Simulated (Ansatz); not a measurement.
## Ba2Tl5V3O12 in Ansatz: convergence with k mesh

Crystal: Ba2Tl5V3O12.

```
Ba V Tl O
1.0
     4.23698    2.44622    6.12840
    -4.23698    2.44622    6.12840
     0.00000   -4.89244    6.12840
Ba V Tl O
2 3 5 12
Direct
  0.50000 0.50000 0.50000
  0.00000 0.00000 0.00000
  0.50000 0.50000 0.00000
  0.00000 0.50000 0.50000
  0.50000 0.00000 0.50000
  0.00000 0.00000 0.50000
  0.50000 0.00000 0.00000
  0.00000 0.50000 0.00000
  0.74045 0.74045 0.74045
  0.25955 0.25955 0.25955
  0.71652 0.08089 0.41242
  0.41242 0.71652 0.08089
  0.08089 0.41242 0.71652
  0.58757 0.91911 0.28348
  0.91911 0.28348 0.58757
  0.28348 0.58757 0.91911
  0.28348 0.91911 0.58757
  0.58757 0.28348 0.91911
  0.91911 0.58757 0.28348
  0.41242 0.08089 0.71652
  0.08089 0.71652 0.41242
  0.71652 0.41242 0.08089
```

The cell was built by a generator and needn't be a form met in nature.

```yaml
Program: Ansatz 0.2.0
Task: convergence study
Functional: PBE
Potentials_or_basis: Ansatz PAW
Cutoff: "420 eV (not typed: the program's choice for these potentials)"
k_mesh: 2 × 2 × 2
Occupations: fermi-dirac, width 0.05 eV
Spin: collinear spin, ferromagnetic start
Starting_moments: "[0.0, 0.0, 2.0, 2.0, 2.0, 0.0, 0.0, 0.0, 0.0, 0.0, 0.0, 0.0, 0.0, 0.0, 0.0, 0.0, 0.0, 0.0, 0.0, 0.0, 0.0, 0.0] μB"
```

These are the settings of the first run; the series varies k mesh, with any setting tied to it.

Hardware: 8 threads of Intel(R) Xeon(R) Platinum 8259CL CPU @ 2.50GHz (Skylake/Cascade Lake), on a shared host.

**Question.** The values tried are 2 × 2 × 2, 3 × 3 × 3, 4 × 4 × 4, 5 × 5 × 5, 6 × 6 × 6, 7 × 7 × 7, loosest first. From which on does the largest force stay within 0.005 eV/Å of the tightest run that finished?

**Answer.** From 5 × 5 × 5 on.

| k mesh | energy less the tightest run, at zero smearing (meV/atom) | largest force (eV/Å) | absolute moment (μB) | SCF cycles | CPU time (s) | peak memory (GiB) |
| --- | --- | --- | --- | --- | --- | --- |
| 2 × 2 × 2 | -0.80 | 0.069 | 1.90 | 15 | 42 | 1.8 |
| 3 × 3 × 3 | 0.64 | 0.013 | 1.60 | 15 | 68 | 2 |
| 4 × 4 × 4 | 0.11 | 0.017 | 1.60 | 15 | 140 | 2.7 |
| 5 × 5 × 5 | -0.18 | 0.021 | 1.59 | 15 | 200 | 2.9 |
| 6 × 6 × 6 | -0.05 | 0.021 | 1.58 | 15 | 330 | 3.5 |
| 7 × 7 × 7 | 0.00 | 0.023 | 1.58 | 15 | 440 | 4.1 |

Against the tightest run, the energy stays within 1 meV/atom from 2 × 2 × 2 on; the absolute moment stays within 0.02 μB from 5 × 5 × 5 on. Meshes of other sizes hit other points, so gaps and Fermi surfaces needn't settle smoothly. The tightest run that finished is the yardstick and may itself not be fully converged.

Caveat, for the tightest run too: semilocal functionals often make such compounds metallic where correlation or magnetic order opens a gap, which also shifts bond lengths. Spin-orbit coupling is left out, which matters for the levels of Ba, Tl.
